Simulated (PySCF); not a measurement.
# C6H5ClO (3‐chlorophenol): the cost of one run

Computed with PySCF 2.14.0, with density-fitted response routines of our own, on a single molecule in the gas phase. Atoms are numbered from 0 throughout.

### Step 1. The molecule as given

13 atoms, charge 0, multiplicity 1; geometry from: GFN2-xTB.

Bonds of the start (Å): O0–C1 1.36, C1–C2 1.39, C2–C3 1.38, C3–C4 1.39, C4–C5 1.38, C5–Cl6 1.73, C5–C7 1.38, C7–C1 1.39, O0–H8 0.96, C2–H9 1.08, C3–H10 1.08, C4–H11 1.08, C7–H12 1.08.

### Step 2. Relaxing the molecule at PBE0-D3(BJ)/def2-SVP

The job: settings as JSON, then the geometry in Å.

```
{"job": {"xc": "PBE0", "basis": "def2-SVP", "d3": "d3bj", "grid": 1, "kind": "geom"}, "charge": 0, "multiplicity": 1}
O      2.492198    -0.318521    -0.011319
C      1.152789    -0.109796    -0.005184
C      0.688321     1.203001     0.015605
C     -0.669578     1.450898     0.022804
C     -1.583821     0.409743     0.009911
C     -1.111608    -0.890806    -0.012595
Cl    -2.230913    -2.208111    -0.035104
C      0.245808    -1.163366    -0.019361
H      2.681678    -1.264533    -0.029806
H      1.406539     2.006396     0.025667
H     -1.025378     2.469545     0.040069
H     -2.644127     0.602352     0.016978
H      0.593704    -2.186317    -0.035393
```

Command:

```
$ OMP_NUM_THREADS=1 python probes_run.py task.json out
```

The driver reads the jobs from task.json and runs them one after another.

Q: Estimate the wall time and peak memory of this first job on 1 thread of AMD EPYC 9R45, shared host.

About 21 s, with a peak of 0.57 GiB.
